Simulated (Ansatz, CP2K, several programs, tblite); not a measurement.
Energy against volume for TlZnBr3, cubic perovskite, at fixed shape and fractional coordinates, computed by several methods (PBE and r2SCAN, where shown, with plane waves in Ansatz); the cell shown is that of r2SCAN. The symmetry is Pm-3m (No. 221, cubic); conventional cell a = 5.200 Å, 28.13 Å³ an atom. Around Tl lie 12 Br at 3.68 Å; around Zn lie 6 Br at 2.60 Å; around Br lie 2 Zn at 2.60 Å and 4 Tl at 3.68 Å. All values are calculated for a non-magnetic cell, which may be hypothetical. Energies count from each curve's lowest point; fits are third-order Birch-Murnaghan.

```xyz
5
Lattice="5.2004 0.0000 0.0000 0.0000 5.2004 0.0000 0.0000 0.0000 5.2004" Properties=species:S:1:pos:R:3 pbc="T T T"
Tl    0.0000    0.0000    0.0000
Zn    2.6002    2.6002    2.6002
Br    2.6002    2.6002    0.0000
Br    2.6002    0.0000    2.6002
Br    0.0000    2.6002    2.6002
```

light PBE (260 eV, its own mesh), on the shape of the cell shown:

| V (Å³/atom) | E (meV/atom) |
| --- | --- |
| 25.878 | 81.96 |
| 27.003 | 43.31 |
| 28.129 | 0.00 |
| 29.254 | 17.77 |
| 30.379 | 14.52 |
| 31.504 | 13.54 |

The points scatter about a smooth fit, as a low cutoff and a light mesh can make them, so no fit is quoted.

Q: PBE, on the shape of its own relaxed cell, gives
```
V (Å³/atom)  E (meV/atom)
     27.504         11.15
     28.382          2.65
     29.260          0.00
     30.138          2.25
     31.016          8.62
```
What equilibrium volume and bulk modulus follow?

A: V₀ = 29.27 Å³ an atom and B₀ = 30 GPa.

Q: GFN2-xTB (tblite), on the shape of the cell shown, as a cluster of 40 atoms at the zone centre, gives
```tsv
V (Å³/atom)	E (meV/atom)
24.753	19.86
26.441	0.00
28.129	13.25
29.816	47.72
31.504	92.95
```
What equilibrium volume and bulk modulus follow?

A: V₀ = 26.46 Å³ an atom and B₀ = 49 GPa.

PBE/DZVP (CP2K), on the shape of the cell shown:

| V (Å³/atom) | E (meV/atom) |
| --- | --- |
| 24.753 | 105.28 |
| 26.441 | 39.26 |
| 28.129 | 7.40 |
| 29.816 | 0.00 |
| 31.504 | 8.34 |

V₀ = 29.67 Å³ an atom and B₀ = 28 GPa.

r2SCAN, on the shape of its own relaxed cell:
```
V (Å³/atom)  E (meV/atom)
     26.441         13.06
     27.285          3.13
     28.129          0.00
     28.972          2.60
     29.816         10.01
```
V₀ = 28.14 Å³ an atom and B₀ = 36 GPa.
